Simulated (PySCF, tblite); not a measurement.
**C₅H₁₁FGaN: geometry, infrared bands and NMR shifts**

Aim: predict the infrared bands and NMR shifts of C₅H₁₁FGaN (`C[N]([GaH][F])C1CCC1`).

Computed with tblite 0.8.0 and PySCF 2.14.0, with density-fitted response routines of our own, on a single molecule in the gas phase. Atoms are numbered from 0 throughout.

## Step 1: The starting structure

19 atoms, charge 0, multiplicity 1; geometry from: force field or distance geometry start.

Bonds of the start (Å): C0–N1 1.47, N1–Ga2 2.15, Ga2–F3 1.95, N1–C4 1.46, C4–C5 1.50, C5–C6 1.50, C6–C7 1.54, C7–C4 1.53, C0–H8 1.11, C0–H9 1.10, C0–H10 1.10, Ga2–H11 1.68, C4–H12 1.10, C5–H13 1.12, C5–H14 1.09, C6–H15 1.10, C6–H16 1.10, C7–H17 1.10, C7–H18 1.10.

## Step 2: Optimising the geometry with GFN2-xTB

What the job is given:

```
{"job": {"kind": "relax", "xc": "GFN2-xTB", "basis": "xTB"}, "charge": 0, "multiplicity": 1}
C      1.630900    -0.271900    -0.872600
N      0.698500     0.543300    -0.089400
Ga     2.259500     0.771300     1.374900
F      2.985400     2.307300     0.421800
C     -0.371200    -0.260200     0.490200
C     -1.265600    -0.985800    -0.472900
C     -2.100200     0.261200    -0.579800
C     -1.599200     0.583100     0.844500
H      1.134500    -0.616700    -1.799900
H      2.466200     0.399100    -1.123100
H      1.958900    -1.084400    -0.214200
H      3.451400    -0.405500     1.283700
H     -0.016000    -0.839800     1.359500
H     -1.829400    -1.767200     0.097400
H     -0.817300    -1.376600    -1.380600
H     -3.187100     0.067000    -0.568700
H     -1.790700     0.985100    -1.342500
H     -2.211500     0.042300     1.576100
H     -1.407000     1.657600     0.988300
```

Launch:

```sh
$ OMP_NUM_THREADS=1 python probes_run.py task.json out
```

The driver reads the jobs from task.json and runs them one after another.

**Question.** This job is followed by: GFN2-xTB harmonic vibrations, gas phase; GIAO PBE0/pcSseg-1 NMR shielding, non-relativistic, gas phase. What will the session give for the following? strongest single infrared mode (GFN2-xTB); zero-point energy (GFN2-xTB); 13C shifts against TMS (PBE0/pcSseg-1, means over atoms taken as alike); 1H shifts against TMS (PBE0/pcSseg-1, means over atoms taken as alike); 15N shifts against NH3 (PBE0/pcSseg-1); 19F shifts against CFCl3 (PBE0/pcSseg-1); shieldings of Ga (PBE0/pcSseg-1).

**Answer**, as computed:

| quantity | value |
| --- | --- |
| strongest single infrared mode (GFN2-xTB) | 1724 cm⁻¹, 378 km/mol |
| zero-point energy (GFN2-xTB) | 93.2 kcal/mol |
| 13C shifts against TMS (PBE0/pcSseg-1, means over atoms taken as alike) | 59.5, 41.1, 39.5, 16.4 ppm |
| 1H shifts against TMS (PBE0/pcSseg-1, means over atoms taken as alike) | 5.91, 3.09, 3.05, 2.97, 2.25, 2.14, 1.38 ppm |
| 15N shifts against NH3 (PBE0/pcSseg-1) | 136.7 ppm |
| 19F shifts against CFCl3 (PBE0/pcSseg-1) | -162.5 ppm |
| shieldings of Ga (PBE0/pcSseg-1) | Ga2 1434.5 ppm |

In words: Over 223 steps the energy fell by 1.921 eV; of the close pairs, N1–Ga2 changed most, 2.152 to 1.862 Å. All 51 modes are real, so the xTB geometry is a minimum. The strongest single mode, at 1724 cm⁻¹, moves mainly H11. GFN2-xTB is a fitted tight-binding method: band positions and strengths are rough. Its intensities can rank the bands wrongly. The most deshielded carbon is C4 (sp3 CH bonded to N), at 59.5 ppm: pulled downfield by the heteroatom. At PBE0/pcSseg-1: The widest tensor belongs to Ga2: span 378 ppm, with a paramagnetic part of -1207 ppm. Spin-orbit coupling is left out, which matters for shieldings and couplings at and beside the heavy atoms.
